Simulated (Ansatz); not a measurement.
# BClH6O4: the cost of one run

Program: Ansatz 0.2.0. Level of theory: RKS B3LYP-D4/def2-SVP. These are calculated values, not measurements.

## Step 1: The system as given

Bond lengths: B1–Cl2 2.175 Å, B1–O3 1.353 Å, B1–O4 1.344 Å, B1–O6 1.746 Å, O3–H9 0.956 Å, O4–H10 0.954 Å, O6–H11 0.959 Å, O8–H12 0.960 Å. Angles: Cl2–B1–O3 105.5°, Cl2–B1–O4 106.4°, Cl2–B1–O6 97.5°, O3–B1–O4 124.3°, O3–B1–O6 107.1°, O4–B1–O6 112.4°, B1–O3–H9 114.4°, B1–O4–H10 117.3°, B1–O6–H11 103.6°.

Coordinates:

```xyz
12

B    -0.5394   -0.9881   -0.0740
Cl   -0.7562    0.5835   -1.5618
O    -0.1223   -2.0780   -0.7577
O    -1.6475   -0.9477    0.6848
H     0.8667    0.9399    0.6639
O     0.8549   -0.3326    0.7477
H    -0.0227    1.8218   -0.5631
O     0.7704    2.1765    0.3631
H    -0.7884   -2.7548   -0.8656
H    -1.7860   -0.1669    1.2152
H     1.5946   -0.6766    0.2444
H     1.5759    2.4231   -0.0969
```

## Step 2: Pulling towards end A

Springs on the bonds that form and break draw the guess towards this end; the thresholds are loose.

input.yaml reads:

```yaml
crystal:
  periodic: [false, false, false]
  atoms:
    - { symbol: B, position_ang: [-0.5394, -0.9881, -0.074] }
    - { symbol: Cl, position_ang: [-0.7562, 0.5835, -1.5618] }
    - { symbol: O, position_ang: [-0.1223, -2.078, -0.7577] }
    - { symbol: O, position_ang: [-1.6475, -0.9477, 0.6848] }
    - { symbol: H, position_ang: [0.8667, 0.9399, 0.6639] }
    - { symbol: O, position_ang: [0.8549, -0.3326, 0.7477] }
    - { symbol: H, position_ang: [-0.0227, 1.8218, -0.5631] }
    - { symbol: O, position_ang: [0.7704, 2.1765, 0.3631] }
    - { symbol: H, position_ang: [-0.7884, -2.7548, -0.8656] }
    - { symbol: H, position_ang: [-1.786, -0.1669, 1.2152] }
    - { symbol: H, position_ang: [1.5946, -0.6766, 0.2444] }
    - { symbol: H, position_ang: [1.5759, 2.4231, -0.0969] }
basis:
  gaussian: { orbitals: def2-SVP }
hamiltonian:
  xc: b3lyp
  dispersion: d4
relax:
  f_tol: 0.15
  max_steps: 25
  restrain:
    - { distance: [0, 5], at: 2.8, k: 30.0 }
    - { distance: [4, 7], at: 2.27, k: 30.0 }
    - { distance: [6, 1], at: 2.63, k: 30.0 }
    - { distance: [0, 1], at: 1.86, k: 30.0 }
    - { distance: [4, 5], at: 0.97, k: 30.0 }
    - { distance: [6, 7], at: 0.97, k: 30.0 }
```

Run with:

```sh
> ansatz run input.yaml --threads 2 --pin off --max-ram 3072MiB --backend cpu --events-out ev --progress --plain --runs-dir out
```

Q: Estimate wall time and peak memory on 2 threads of AMD EPYC 7R43 (Zen 3), shared host.

About 38 s, with a peak of 0.3 GiB.
